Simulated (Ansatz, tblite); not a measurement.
**SnH3(nBu) (C4H12Sn): one state, many levels**

How do method and basis change the picture of SnH3(nBu) (C4H12Sn) (singlet)?

The runs use Ansatz 0.2.0, Gaussian basis; as each input shows.

Plan: GFN1-xTB, GFN2-xTB, PBE-D4/def2-TZVP, r2SCAN-D4/def2-TZVP, LC-ωPBE/def2-TZVP, BLYP-D4/def2-TZVP, BHLYP-D4/def2-TZVP, PBE-D4/def2-SVP, PBE0-D4/def2-SVP, CCSD(T)/def2-SVP, MP2/def2-TZVP.

6 further runs of the same task are left out: 6 set aside as unsound or not needed. Runs told in other sessions of the task aren't counted.

**1. The structure**

The singlet was relaxed beforehand with B3LYP-D4/def2-SVP.

17 atoms, charge 0, spin multiplicity 1.

Bond lengths: C1–C2 1.532 Å, C1–Sn5 2.179 Å, C1–H9 1.103 Å, C1–H10 1.102 Å, C2–C3 1.537 Å, C2–H11 1.106 Å, C2–H12 1.104 Å, C3–C4 1.529 Å, C3–H13 1.104 Å, C3–H14 1.105 Å, C4–H15 1.102 Å, C4–H16 1.102 Å, C4–H17 1.103 Å, Sn5–H6 1.723 Å, Sn5–H7 1.724 Å, Sn5–H8 1.724 Å. Angles: C2–C1–Sn5 113.6°, C2–C1–H9 110.8°, C2–C1–H10 111.6°, Sn5–C1–H9 107.0°, Sn5–C1–H10 106.6°, H9–C1–H10 106.7°, C1–C2–C3 114.3°, C1–C2–H11 109.8°, C1–C2–H12 109.5°, C3–C2–H11 108.8°, C3–C2–H12 108.4°, H11–C2–H12 105.7°, C2–C3–C4 114.5°, C2–C3–H13 108.4°, C2–C3–H14 109.0°, C4–C3–H13 109.1°, C4–C3–H14 109.6°, H13–C3–H14 105.9° and more.

Sn takes a core potential in the def2 sets. No spin-orbit coupling is included.

PBE0-D4/def2-TZVP was run before; its log isn't repeated, and its numbers join the tables.

**2. GFN1-xTB**

Tight binding, by tblite at 300 K electronic temperature and without a spin-polarisation term:

```python
tblite.interface.Calculator('GFN1-xTB', numbers, positions, charge=0, uhf=0).singlepoint()
```

Energy -473.6000 eV, HOMO -11.68 eV, LUMO -5.27 eV; 0.007 s.

**3. GFN2-xTB**

Tight binding, by tblite at 300 K electronic temperature and without a spin-polarisation term:

```python
tblite.interface.Calculator('GFN2-xTB', numbers, positions, charge=0, uhf=0).singlepoint()
```

Energy -455.6102 eV, HOMO -11.10 eV, LUMO -5.10 eV; 0.006 s.

**4. PBE-D4/def2-TZVP**

start.molden holds the orbitals of an earlier run on this state, given as this run's starting guess.

in.yaml reads:

```yaml
crystal:
  periodic: [false, false, false]
  atoms:
    - {symbol: C, position_ang: [0.380258, 0.157324, 0.862362]}
    - {symbol: C, position_ang: [0.355211, 0.072106, -0.667177]}
    - {symbol: C, position_ang: [-0.300317, -1.204498, -1.217705]}
    - {symbol: C, position_ang: [-1.790160, -1.338148, -0.901904]}
    - {symbol: Sn, position_ang: [1.380293, 1.937441, 1.621978]}
    - {symbol: H, position_ang: [1.372515, 1.952766, 3.344978]}
    - {symbol: H, position_ang: [3.013390, 1.971209, 1.070915]}
    - {symbol: H, position_ang: [0.579025, 3.351759, 1.048618]}
    - {symbol: H, position_ang: [0.900104, -0.714247, 1.295102]}
    - {symbol: H, position_ang: [-0.636901, 0.162495, 1.285315]}
    - {symbol: H, position_ang: [-0.172335, 0.951018, -1.082292]}
    - {symbol: H, position_ang: [1.386889, 0.130547, -1.056832]}
    - {symbol: H, position_ang: [-0.159232, -1.225397, -2.312876]}
    - {symbol: H, position_ang: [0.242297, -2.084396, -0.826013]}
    - {symbol: H, position_ang: [-2.216092, -2.244112, -1.361527]}
    - {symbol: H, position_ang: [-1.977491, -1.403204, 0.181912]}
    - {symbol: H, position_ang: [-2.357465, -0.472664, -1.284815]}
basis:
  gaussian: {orbitals: def2-TZVP, initial_orbitals: start.molden}
hamiltonian: {xc: pbe, dispersion: d4}
scf: {omitted_lower_state_checks: [starts]}
output: {forces: true, orbitals: {seedname: orbitals}}
```

The run is started by

```bash
$ ansatz run in.yaml --threads 4 --pin off --events-out ev --progress --plain --max-ram 4787MiB
```

Log (excerpt; [...] marks lines left out):

```text
Functional definition: PBE
  name "PBE"
  cite "Perdew, Burke & Ernzerhof, Phys. Rev. Lett. 77, 3865 (1996) doi:10.1103/PhysRevLett.77.3865"
  parent pbe
[...]
1636 factors; their error is unknown
[...]
mean field -10169.79539766 eV, -373.7330875292 hartree, gradient 2.2e-5 eV, S^2 0.000000; 0 other end points of the search recorded, 0 dependent functions left out
[...]
reference -10169.79546284 eV, -373.7330899245 hartree; 29, 29 occupied and 217, 217 virtual orbitals, 1636 factors
Total energy: -10170.14303604 eV, -373.7458630039 hartree
Atom 0 at     0.380258     0.157324     0.862362 Å, force    -0.015465    -0.020892     0.037167 eV/Å
Atom 1 at     0.355211     0.072106    -0.667177 Å, force     0.028155     0.077267    -0.002562 eV/Å
Atom 2 at    -0.300317    -1.204498    -1.217705 Å, force     0.030734    -0.059670    -0.026390 eV/Å
Atom 3 at    -1.790160    -1.338148    -0.901904 Å, force    -0.064275     0.010895     0.029318 eV/Å
Atom 4 at     1.380293     1.937441     1.621978 Å, force    -0.055259    -0.098395    -0.051206 eV/Å
Atom 5 at     1.372515     1.952766     3.344978 Å, force     0.000378     0.000674     0.003899 eV/Å
Atom 6 at     3.013390     1.971209     1.070915 Å, force     0.002629    -0.001664    -0.004505 eV/Å
Atom 7 at     0.579025     3.351759     1.048618 Å, force    -0.003019     0.001908    -0.004218 eV/Å
Atom 8 at     0.900104    -0.714247     1.295102 Å, force    -0.008591     0.047764    -0.021293 eV/Å
Atom 9 at    -0.636901     0.162495     1.285315 Å, force     0.045997     0.015916    -0.021974 eV/Å
Atom 10 at    -0.172335     0.951018    -1.082292 Å, force     0.009153    -0.033129     0.021112 eV/Å
Atom 11 at     1.386889     0.130547    -1.056832 Å, force    -0.033861    -0.006744     0.015660 eV/Å
Atom 12 at    -0.159232    -1.225397    -2.312876 Å, force    -0.004738     0.011255     0.044799 eV/Å
Atom 13 at     0.242297    -2.084396    -0.826013 Å, force    -0.024120     0.040185    -0.003721 eV/Å
Atom 14 at    -2.216092    -2.244112    -1.361527 Å, force     0.032806     0.053425     0.024461 eV/Å
Atom 15 at    -1.977491    -1.403204     0.181912 Å, force     0.019474     0.005554    -0.056928 eV/Å
Atom 16 at    -2.357465    -0.472664    -1.284815 Å, force     0.040001    -0.044349     0.016379 eV/Å
Dipole moment:    -0.091113    -0.179416    -0.095650 e Å
Checks for a lower state left out: starts
```

Run time: 3.3 s. Hardware: 4 threads of Arm Neoverse V1, shared host.

HOMO -6.60 eV, LUMO -0.48 eV.

**5. r2SCAN-D4/def2-TZVP**

Edit in.yaml of step 4 so:

```diff
@@ -22,4 +22,4 @@
   gaussian: {orbitals: def2-TZVP, initial_orbitals: start.molden}
-hamiltonian: {xc: pbe, dispersion: d4}
+hamiltonian: {xc: r2scan, dispersion: d4}
 scf: {omitted_lower_state_checks: [starts]}
-output: {forces: true, orbitals: {seedname: orbitals}}
+output: {orbitals: {seedname: orbitals}}
```

Same command.

Log:

```text
Functional definition: r2SCAN
  name "r2SCAN"
  cite "Furness, Kaplan, Ning, Perdew & Sun, J. Phys. Chem. Lett. 11, 8208 (2020) doi:10.1021/acs.jpclett.0c02405"
  cite "Furness, Kaplan, Ning, Perdew & Sun, J. Phys. Chem. Lett. 11, 9248 (2020) doi:10.1021/acs.jpclett.0c03077"
  parent r2scan
  parameter k0 = 0.174
  parameter k1 = 0.065
  parameter a1 = 4.9479
  exchange = r2scan_x(k0 = k0, k1 = k1, a1 = a1)
  correlation = r2scan_c
these checks for a lower state are left out or cut short: starts
1636 factors; their error is unknown
mean field evaluation 1: about -10175.7344 eV, gradient 5.6e0 eV
mean field evaluation 2: about -10175.7819 eV, gradient 4.7e-2 eV
mean field evaluation 4: about -10175.7369 eV, gradient 4.7e-4 eV
mean field -10175.73689579 eV, -373.9514335580 hartree, gradient 2.3e-5 eV, S^2 0.000000; 0 other end points of the search recorded, 0 dependent functions left out
reference -10175.73691479 eV, -373.9514342564 hartree; 29, 29 occupied and 217, 217 virtual orbitals, 1636 factors
Total energy: -10175.82869279 eV, -373.9548070356 hartree
Checks for a lower state left out: starts
```

Wall time 5.5 s (4 threads of Arm Neoverse V1, shared host).

Report: HOMO -6.82 eV, LUMO -0.04 eV.

**6. LC-ωPBE/def2-TZVP**

Edit in.yaml of step 5 so:

```diff
@@ -22,3 +22,3 @@
   gaussian: {orbitals: def2-TZVP, initial_orbitals: start.molden}
-hamiltonian: {xc: r2scan, dispersion: d4}
+hamiltonian: {xc: {name: LC-wPBE}}
 scf: {omitted_lower_state_checks: [starts]}
```

Launched as before.

Log (excerpt; [...] marks lines left out):

```text
Functional definition: LC-wPBE
  name "LC-wPBE"
  cite "Vydrov & Scuseria, J. Chem. Phys. 125, 234109 (2006) doi:10.1063/1.2409292"
  cite "Heyd & Scuseria, J. Chem. Phys. 120, 7274 (2004) doi:10.1063/1.1668634"
  cite "Ernzerhof & Perdew, J. Chem. Phys. 109, 3313 (1998) doi:10.1063/1.476928"
  cite "Perdew, Burke & Ernzerhof, Phys. Rev. Lett. 77, 3865 (1996) doi:10.1103/PhysRevLett.77.3865"
  parent pbe
[...]
1636 factors; their error is unknown
597 factors; integrals over basis functions are off by at most 1.7e-5 eV
[...]
mean field -10174.97834294 eV, -373.9235572550 hartree, gradient 1.7e-5 eV, S^2 0.000000; 0 other end points of the search recorded, 0 dependent functions left out
reference -10174.97834295 eV, -373.9235572553 hartree; 29, 29 occupied and 217, 217 virtual orbitals, 1636 factors
Total energy: -10174.97834295 eV, -373.9235572553 hartree
Checks for a lower state left out: starts
```

Wall time 3.3 s (4 threads of Arm Neoverse V1, shared host).

HOMO -10.34 eV, LUMO 2.14 eV.

**7. BLYP-D4/def2-TZVP**

Edit in.yaml of step 6 so:

```diff
@@ -22,3 +22,3 @@
   gaussian: {orbitals: def2-TZVP, initial_orbitals: start.molden}
-hamiltonian: {xc: {name: LC-wPBE}}
+hamiltonian: {xc: {name: BLYP}, dispersion: d4}
 scf: {omitted_lower_state_checks: [starts]}
```

The command is unchanged.

Log:

```text
Functional definition: BLYP
  name "BLYP"
  cite "Becke, Phys. Rev. A 38, 3098 (1988) doi:10.1103/PhysRevA.38.3098"
  cite "Lee, Yang & Parr, Phys. Rev. B 37, 785 (1988) doi:10.1103/PhysRevB.37.785"
  parameter beta = 0.0042
  parameter a = 0.04918
  parameter b = 0.132
  parameter c = 0.2533
  parameter d = 0.349
  exchange = b88_x(beta = beta)
  correlation = lyp_c(a = a, b = b, c = c, d = d)
these checks for a lower state are left out or cut short: starts
1636 factors; their error is unknown
mean field evaluation 1: about -10171.6318 eV, gradient 1.5e1 eV
mean field evaluation 2: about -10171.9364 eV, gradient 2.5e-1 eV
mean field evaluation 4: about -10171.8776 eV, gradient 7.5e-4 eV
mean field -10171.87758723 eV, -373.8096065843 hartree, gradient 1.9e-5 eV, S^2 0.000000; 0 other end points of the search recorded, 0 dependent functions left out
reference -10171.87809418 eV, -373.8096252145 hartree; 29, 29 occupied and 217, 217 virtual orbitals, 1636 factors
Total energy: -10172.63535136 eV, -373.8374539024 hartree
Checks for a lower state left out: starts
```

Wall time 2.8 s (4 threads of Arm Neoverse V1, shared host).

Report: HOMO -6.48 eV, LUMO -0.44 eV.

**8. BHLYP-D4/def2-TZVP**

Edit in.yaml of step 7 so:

```diff
@@ -22,3 +22,3 @@
   gaussian: {orbitals: def2-TZVP, initial_orbitals: start.molden}
-hamiltonian: {xc: {name: BLYP}, dispersion: d4}
+hamiltonian: {xc: {name: BHLYP}, dispersion: d4}
 scf: {omitted_lower_state_checks: [starts]}
```

Same command.

Log:

```text
Functional definition: BHLYP
  name "BHLYP"
  cite "Becke, J. Chem. Phys. 98, 1372 (1993) doi:10.1063/1.464304"
  cite "Becke, Phys. Rev. A 38, 3098 (1988) doi:10.1103/PhysRevA.38.3098"
  cite "Lee, Yang & Parr, Phys. Rev. B 37, 785 (1988) doi:10.1103/PhysRevB.37.785"
  parameter a = 0.5
  exchange = (1 - a)*b88_x + a*exact_x
  correlation = lyp_c
these checks for a lower state are left out or cut short: starts
1896 factors; their error is unknown
mean field evaluation 1: about -10171.2975 eV, gradient 7.4e0 eV
mean field evaluation 2: about -10171.4072 eV, gradient 1.0e-1 eV
mean field evaluation 4: about -10171.5472 eV, gradient 4.0e-4 eV
mean field -10171.54716137 eV, -373.7974636580 hartree, gradient 8.1e-6 eV, S^2 0.000000; 0 other end points of the search recorded, 0 dependent functions left out
reference -10171.54740885 eV, -373.7974727528 hartree; 29, 29 occupied and 217, 217 virtual orbitals, 1896 factors
Total energy: -10171.95875451 eV, -373.8125894268 hartree
Checks for a lower state left out: starts
```

Run time: 3.9 s. Hardware: 4 threads of Arm Neoverse V1, shared host; peak memory 0.75 GiB.

Report: HOMO -8.78 eV, LUMO 0.91 eV.

**9. PBE-D4/def2-SVP**

Edit in.yaml of step 8 so:

```diff
@@ -21,4 +21,4 @@
 basis:
-  gaussian: {orbitals: def2-TZVP, initial_orbitals: start.molden}
-hamiltonian: {xc: {name: BHLYP}, dispersion: d4}
+  gaussian: {orbitals: def2-SVP, initial_orbitals: start.molden}
+hamiltonian: {xc: pbe, dispersion: d4}
 scf: {omitted_lower_state_checks: [starts]}
```

The command is unchanged.

Log:

```text
Functional definition: PBE
  name "PBE"
  cite "Perdew, Burke & Ernzerhof, Phys. Rev. Lett. 77, 3865 (1996) doi:10.1103/PhysRevLett.77.3865"
  parent pbe
  parameter kappa = 0.804
  parameter beta = 0.06672455060314922
  exchange = pbe_x(kappa = kappa, mu = beta*pi^2/3)
  correlation = pbe_c(beta = beta)
these checks for a lower state are left out or cut short: starts
1619 factors; their error is unknown
mean field evaluation 1: about -10164.6027 eV, gradient 2.6e1 eV
mean field evaluation 2: about -10164.8876 eV, gradient 4.3e-1 eV
mean field evaluation 4: about -10164.8233 eV, gradient 3.2e-1 eV
mean field evaluation 8: about -10164.8235 eV, gradient 1.0e-5 eV
mean field -10164.82352644 eV, -373.5503746320 hartree, gradient 1.0e-5 eV, S^2 0.000000; 0 other end points of the search recorded, 0 dependent functions left out
reference -10164.82357355 eV, -373.5503763631 hartree; 29, 29 occupied and 113, 113 virtual orbitals, 1619 factors
Total energy: -10165.17114675 eV, -373.5631494425 hartree
Checks for a lower state left out: starts
```

It took 1.6 s on 4 threads of Arm Neoverse V1, shared host.

From the report: HOMO -6.56 eV, LUMO -0.12 eV.

**10. PBE0-D4/def2-SVP**

Edit in.yaml of step 9 so:

```diff
@@ -22,3 +22,3 @@
   gaussian: {orbitals: def2-SVP, initial_orbitals: start.molden}
-hamiltonian: {xc: pbe, dispersion: d4}
+hamiltonian: {xc: pbe0, dispersion: d4}
 scf: {omitted_lower_state_checks: [starts]}
```

Launched as before.

Log:

```text
Functional definition: PBE0
  name "PBE0"
  cite "Adamo & Barone, J. Chem. Phys. 110, 6158 (1999) doi:10.1063/1.478522"
  cite "Perdew, Burke & Ernzerhof, Phys. Rev. Lett. 77, 3865 (1996) doi:10.1103/PhysRevLett.77.3865"
  parent pbe
  parameter a = 0.25
  parameter kappa = 0.804
  parameter beta = 0.06672455060314922
  exchange = (1 - a)*pbe_x(kappa = kappa, mu = beta*pi^2/3) + a*exact_x
  correlation = pbe_c(beta = beta)
these checks for a lower state are left out or cut short: starts
1682 factors; their error is unknown
mean field evaluation 1: about -10166.0410 eV, gradient 2.5e1 eV
mean field evaluation 2: about -10166.2384 eV, gradient 2.8e-1 eV
mean field evaluation 4: about -10166.2839 eV, gradient 4.7e-4 eV
mean field -10166.28392360 eV, -373.6040432374 hartree, gradient 1.7e-5 eV, S^2 0.000000; 0 other end points of the search recorded, 0 dependent functions left out
reference -10166.28395988 eV, -373.6040445708 hartree; 29, 29 occupied and 113, 113 virtual orbitals, 1682 factors
Total energy: -10166.57931708 eV, -373.6148987479 hartree
Checks for a lower state left out: starts
```

Run time: 1.9 s. Hardware: 4 threads of Arm Neoverse V1, shared host.

Report: HOMO -7.74 eV, LUMO 0.69 eV.

**11. CCSD(T)/def2-SVP**

Edit in.yaml of step 10 so:

```diff
@@ -22,3 +22,3 @@
   gaussian: {orbitals: def2-SVP, initial_orbitals: start.molden}
-hamiltonian: {xc: pbe0, dispersion: d4}
+correlation: {method: ccsd_t}
 scf: {omitted_lower_state_checks: [starts]}
```

Launched as before.

Log (excerpt; [...] marks lines left out):

```text
Functional definition: HF
  name "HF"
  cite "Fock, Z. Phys. 61, 126 (1930) doi:10.1007/BF01340294"
  parent pbe
[...]
1553 factors; integrals over basis functions are off by at most 1.3e-3 eV
[...]
mean field -10113.35638274 eV, -371.6589919866 hartree, gradient 2.3e-6 eV, S^2 0.000000; 0 other end points of the search recorded, 0 dependent functions left out
8 core orbitals not correlated: weight in the atoms' cores, before any rotation towards them, 1.000 or more for the frozen orbitals, at most 0.000 for the correlated occupied ones
reference -10113.35638274 eV, -371.6589919866 hartree; 21, 21 occupied and 113, 113 virtual orbitals, 1553 factors
second order -19.21732498 eV of doubles, -0.00000000 eV of singles
cycle   1  -20.64509247 eV  change    -1.4e0 eV  update   9.6e-2
[...]
cycle   8  -21.35347716 eV  change   -1.5e-6 eV  update   2.4e-5
perturbative correction -0.63527196 eV, -0.0233458139 hartree
Total energy: -10135.34513186 eV, -372.4670636121 hartree
Checks for a lower state left out: starts
```

Wall time 32 s (4 threads of Arm Neoverse V1, shared host); peak memory 1.3 GiB.

Hartree-Fock HOMO -10.45 eV, LUMO 3.49 eV; T1 0.008.

**12. MP2/def2-TZVP**

Edit in.yaml of step 11 so:

```diff
@@ -21,4 +21,4 @@
 basis:
-  gaussian: {orbitals: def2-SVP, initial_orbitals: start.molden}
-correlation: {method: ccsd_t}
+  gaussian: {orbitals: def2-TZVP, initial_orbitals: start.molden}
+correlation: {method: mp2}
 scf: {omitted_lower_state_checks: [starts]}
```

Same command.

Log:

```text
Functional definition: HF
  name "HF"
  cite "Fock, Z. Phys. 61, 126 (1930) doi:10.1007/BF01340294"
  parent pbe
  exchange = exact_x
  correlation = 0
these checks for a lower state are left out or cut short: starts
1869 factors; integrals over basis functions are off by at most 1.2e-3 eV
mean field evaluation 1: about -10117.1007 eV, gradient 2.4e1 eV
mean field evaluation 2: about -10117.9422 eV, gradient 7.6e-1 eV
mean field evaluation 4: about -10118.1465 eV, gradient 5.3e-3 eV
mean field evaluation 8: about -10118.1465 eV, gradient 2.9e-6 eV
mean field -10118.14646005 eV, -371.8350240809 hartree, gradient 2.8e-6 eV, S^2 0.000000; 0 other end points of the search recorded, 0 dependent functions left out
8 core orbitals not correlated: weight in the atoms' cores, before any rotation towards them, 1.000 or more for the frozen orbitals, at most 0.000 for the correlated occupied ones
reference -10118.14646005 eV, -371.8350240809 hartree; 21, 21 occupied and 217, 217 virtual orbitals, 1869 factors
second order -27.64423212 eV of doubles, -0.00000000 eV of singles
Total energy: -10145.79069217 eV, -372.8509308735 hartree
Checks for a lower state left out: starts
```

Wall time 4 s (4 threads of Arm Neoverse V1, shared host); peak memory 0.7 GiB.

Hartree-Fock HOMO -10.40 eV, LUMO 2.58 eV.

**13. Levels side by side**

```csv
level,functions,HOMO (eV),LUMO (eV),gap (eV),time
PBE-D4/def2-SVP,142,-6.56,-0.12,6.45,1.6 s
PBE-D4/def2-TZVP,246,-6.60,-0.48,6.12,3.3 s
BLYP-D4/def2-TZVP,246,-6.48,-0.44,6.04,2.8 s
r2SCAN-D4/def2-TZVP,246,-6.82,-0.04,6.78,5.5 s
PBE0-D4/def2-SVP,142,-7.74,0.69,8.42,1.9 s
PBE0-D4/def2-TZVP,246,-7.73,0.27,8.01,4 s
BHLYP-D4/def2-TZVP,246,-8.78,0.91,9.68,3.9 s
LC-ωPBE/def2-TZVP,246,-10.34,2.14,12.48,3.3 s
```

The pieces so far (eV):

| basis | HF | MP2 correlation | CCSD correlation | (T) | total |
| --- | --- | --- | --- | --- | --- |
| def2-SVP | -10113.3564 | -19.2173 | -21.3535 | -0.6353 | -10135.3451 |
| def2-TZVP | -10118.1465 | -27.6442 |  |  | -10145.7907 (MP2) |

The correlation energy is far from converged in these sets, so it jumps between bases; where outer-core shells are correlated, the sets cover them unevenly.

**14. Binding energy**

Free atoms were run apart at each level; binding is atoms less cluster, divided by the number of atoms, without zero-point or spin-orbit terms.

Differences are taken before rounding.

| method | binding an atom (eV) | from CCSD(T)/def2-SVP (eV) | time |
| --- | --- | --- | --- |
| HF/def2-SVP | 2.802 | -0.729 |  |
| HF/def2-TZVP | 2.765 | -0.766 |  |
| PBE-D4/def2-SVP | 3.731 | +0.200 | 1.6 s |
| PBE-D4/def2-TZVP | 3.709 | +0.178 | 3.3 s |
| BLYP-D4/def2-TZVP | 3.641 | +0.110 | 2.8 s |
| r2SCAN-D4/def2-TZVP | 3.671 | +0.140 | 5.5 s |
| PBE0-D4/def2-SVP | 3.705 | +0.174 | 1.9 s |
| PBE0-D4/def2-TZVP | 3.679 | +0.148 | 4 s |
| BHLYP-D4/def2-TZVP | 3.603 | +0.072 | 3.9 s |
| LC-ωPBE/def2-TZVP | 3.658 | +0.127 | 3.3 s |
| MP2/def2-SVP | 3.522 | -0.009 |  |
| MP2/def2-TZVP | 3.544 | +0.014 | 4 s |
| CCSD/def2-SVP | 3.502 | -0.028 |  |
| CCSD(T)/def2-SVP | 3.531 | 0 | 32 s |

Among the levels timed on like hardware and quicker than the yardstick, those that no quicker one beats, quickest first: PBE-D4/def2-SVP (1.6 s, +0.200 eV); PBE0-D4/def2-SVP (1.9 s, +0.174 eV); BLYP-D4/def2-TZVP (2.8 s, +0.110 eV); BHLYP-D4/def2-TZVP (3.9 s, +0.072 eV); MP2/def2-TZVP (4 s, +0.014 eV).

**15. Outcome**

| quantity | value |
| --- | --- |
| gap in def2-TZVP, named functionals, smallest and largest | 6.04 eV (BLYP-D4), 12.48 eV (LC-ωPBE) |
| correlation energy, CCSD(T)/def2-SVP | -21.99 eV |
| correlation energy, MP2/def2-TZVP | -27.64 eV |
| binding an atom, CCSD(T)/def2-SVP | 3.531 eV |
| PBE0 total energy, smallest basis above largest | 4.80 eV (def2-SVP, def2-TZVP) |

What this shows: Orbital gaps of the named functionals in def2-TZVP span 6.04 eV (BLYP-D4) to 12.48 eV (LC-ωPBE); exact exchange widens it. The functionals in def2-TZVP miss CCSD(T)/def2-SVP by +0.072 (BHLYP-D4) to +0.178 eV (PBE-D4) an atom. The yardstick is in a double-zeta basis, so levels in larger sets aren't compared like for like. The reference is CCSD(T) in one finite basis, so it carries an error of its own, often a tenth of an eV or more, and near misses can't be ranked.

MP2/def2-TZVP reaches 0.014 eV from the reference in 4 s, where CCSD(T)/def2-SVP took 32 s; the quickest level in the cost chart, PBE-D4/def2-SVP, takes 1.6 s and misses by 0.200 eV. The slowest run with a step of its own, CCSD(T)/def2-SVP, took 32 s; the quickest functional in def2-TZVP took 2.8 s (shared host).
